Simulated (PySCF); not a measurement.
# SnClF (SMILES [F][Sn][Cl]) at 6 levels

Wanted: a comparison of 6 runs (B2PLYP/STO-3G, B3LYP/STO-3G, PBE0/STO-3G, UPBE0/STO-3G, NEVPT2(2,2)/STO-3G, FCI/STO-3G) of SnClF. 

The calculation is run with PySCF 2.14.0.

11 further runs of the same task are left out: 6 that didn't finish, 5 set aside as unsound or not needed.

## (1) The structure to begin with

The species is SnClF (3 atoms), meant as a singlet with charge 0. As SMILES, `[F][Sn][Cl]`. The Sn2–Cl3 distance was set to 4.248 Å, away from the relaxed value. At this shape a bond of the SMILES string is far longer than usual.

Bond lengths: F1–Sn2 1.935 Å.

## (2) A single-point energy at B2PLYP/STO-3G (run 1)

calc.py

```python
from pyscf import gto, dft, mp

mol = gto.M(
    atom=[
    ('F', (-2.229593, 1.890365, -1.024238)),
    ('Sn', (-0.675693, 2.565365, -0.089138)),
    ('Cl', (1.214300, -1.186000, 0.540500)),
],
    charge=0,
    basis='sto-3g',
    max_memory=1860,
    verbose=3,
)

ks = dft.RKS(mol)
ks.xc = '0.53*HF + 0.47*B88, 0.73*LYP'
ks.conv_tol = 1e-10
ks.grids.level = 5
ks.kernel()
if not ks.converged:
    ks = ks.newton().run(ks.mo_coeff, ks.mo_occ)

pt = mp.MP2(ks, frozen=24).run()
etot = ks.e_tot + 0.27 * pt.e_corr
print('PT2 part  %.8f' % (0.27 * pt.e_corr))
print(f'total energy: {etot:.8f} hartree')
```

The run is started by

```console
OMP_NUM_THREADS=1 python calc.py
```

The program printed:

```text
converged SCF energy = -6518.01964791231
E(RMP2) = -6518.18401991108  E_corr = -0.164371998771181
E(SCS-RMP2) = -6518.19441089113  E_corr = -0.174762978820481
PT2 part  -0.04438044
total energy: -6518.06402835 hartree
```

It took 3.9 s on 1 thread of Arm Neoverse V2, shared host; peak memory 0.25 GiB.

## (3) The energy at B3LYP/STO-3G (run 2)

geometry.xyz

```xyz
3
ClFSn
F     -2.229593     1.890365    -1.024238
Sn    -0.675693     2.565365    -0.089138
Cl     1.214300    -1.186000     0.540500
```

run.py

```python
from pyscf import gto, dft

molecule = gto.M(
    atom='geometry.xyz',
    basis='sto-3g',
    max_memory=1860,
    charge=0,
    verbose=4,
)

mf = dft.RKS(molecule, xc='b3lyp')
mf.conv_tol = 1e-10
mf.grids.level = 5
mf.kernel()
if not mf.converged:
    mf = mf.newton().run(mf.mo_coeff, mf.mo_occ)

e_tot = mf.e_tot
print('E(%s) = %.9f' % ('B3LYP', e_tot))
```

The run is started by

```console
OMP_NUM_THREADS=1 python run.py
```

The program printed:

```text
PySCF version 2.14.0

[INPUT] num. atoms = 3
[INPUT] num. electrons = 76
[INPUT] charge = 0
[INPUT] spin (= nelec alpha-beta = 2S) = 0
[INPUT] symmetry False subgroup None
[INPUT] Mole.unit = angstrom
[INPUT] Symbol           X                Y                Z      unit          X                Y                Z       unit  Magmom
[INPUT]  1 F     -2.229593000000   1.890365000000  -1.024238000000 AA   -4.213320139247   3.572272125463  -1.935529306372 Bohr   0.0
[INPUT]  2 Sn    -0.675693000000   2.565365000000  -0.089138000000 AA   -1.276874714286   4.847837259545  -0.168446407291 Bohr   0.0
[INPUT]  3 Cl     1.214300000000  -1.186000000000   0.540500000000 AA    2.294694433059  -2.241215183734   1.021396970327 Bohr   0.0

[... 81 lines left out ...]
converged SCF energy = -6518.78833798205
E(B3LYP) = -6518.788337982
```

Wall time 7.5 s (1 thread of Arm Neoverse V2, shared host); peak memory 0.25 GiB.

Runs 3 to 5 aren't shown in full; the table further down has their settings and results.

## (4) The energy at FCI/STO-3G (run 6)

job.py

```python
from pyscf import gto, mcscf
from pyscf import fci

mol = gto.M(
    atom='''
F       -2.229593       1.890365      -1.024238
Sn      -0.675693       2.565365      -0.089138
Cl       1.214300      -1.186000       0.540500
''',
    max_memory=1860,
    basis='sto-3g',
    spin=0,
    charge=0,
    verbose=3,
)

hf = mol.RHF()
hf.conv_tol = 1e-10
hf.kernel()
if not hf.converged:
    hf = hf.newton().run(hf.mo_coeff, hf.mo_occ)

cas = mcscf.CASCI(hf, hf.mo_coeff.shape[-1] - 24, (mol.nelec[0] - 24, mol.nelec[1] - 24))  # full CI above the frozen core
cas.fcisolver = fci.direct_spin0.FCI(mol)  # even spin states alone
cas.kernel()
print('<S^2> = %.4f' % cas.fcisolver.spin_square(cas.ci, cas.ncas, cas.nelecas)[0])
e_final = cas.e_tot
print(f'total energy: {e_final:.8f} hartree')
```

The run is started by

```console
OMP_NUM_THREADS=1 python job.py
```

The program printed:

```text
converged SCF energy = -6515.77487828674
CASCI E = -6515.87868786775  E(CI) = -150.962712571655  S^2 = 0.0000000
<S^2> = 0.0000
total energy: -6515.87868787 hartree
```

Run time: 51 s. Hardware: 1 thread of Arm Neoverse V2, shared host; peak memory 0.22 GiB.

## (5) Overview of the runs

```
run               level  frozen core orbitals  follow instability   energy (Eh)  dipole moment (D) of the reference  HOMO energy (eV)  LUMO energy (eV)  wall time
  1       B2PLYP/STO-3G                    24                   –  -6518.064028                               11.92             -2.86             -0.29      3.9 s
  2        B3LYP/STO-3G                     –                   –  -6518.788338                               10.45             -2.23             -1.36      7.5 s
  3         PBE0/STO-3G                     –                   –  -6518.308814                               10.78             -2.44             -1.27       20 s
  4        UPBE0/STO-3G                     –                 yes  -6518.319386                                8.58             -2.52             -1.14       13 s
  5  NEVPT2(2,2)/STO-3G                     –                   –  -6515.858218                               15.06             -3.50              1.06        1 s
  6          FCI/STO-3G                    24                   –  -6515.878688                               15.06             -3.50              1.06       51 s
```

## (6) What came out

| quantity | value |
| --- | --- |
| run 6: total energy | -6515.87869 Eh |
| run 6: dipole moment (Hartree–Fock density) | 15.06 D |
| run 6: HOMO energy (Hartree–Fock orbitals) | -3.50 eV |
| run 6: LUMO energy (Hartree–Fock orbitals) | 1.06 eV |
| run 6: HOMO–LUMO gap (Hartree–Fock orbitals) | 4.56 eV |
| run 6: correlation energy (24 core orbitals frozen) | -103.8 mEh |

Over runs 1, 2, 3, 4 the dipole moment (its size) runs from 8.58 D (UPBE0/STO-3G) to 11.92 D (B2PLYP/STO-3G). A double hybrid's value is that of its SCF part. Over runs 1, 2, 3, 4 the HOMO–LUMO gap runs from 0.87 eV (B3LYP/STO-3G) to 2.57 eV (B2PLYP/STO-3G). Totals of different functionals can't be ranked against each other. In runs 1, 2, 3, 4, 5, 6 the basis is minimal, so the values are rough. In runs 1, 2, 3 a closed-shell determinant meets a far-stretched bond, which it describes badly. In runs 1, 2, 3, 4, 5, 6 relativity is left out where basis or elements ask for it. Spin contamination of the reference: run 4 ⟨S²⟩ = 0.50. All runs together took 96 s, the longest 51 s.
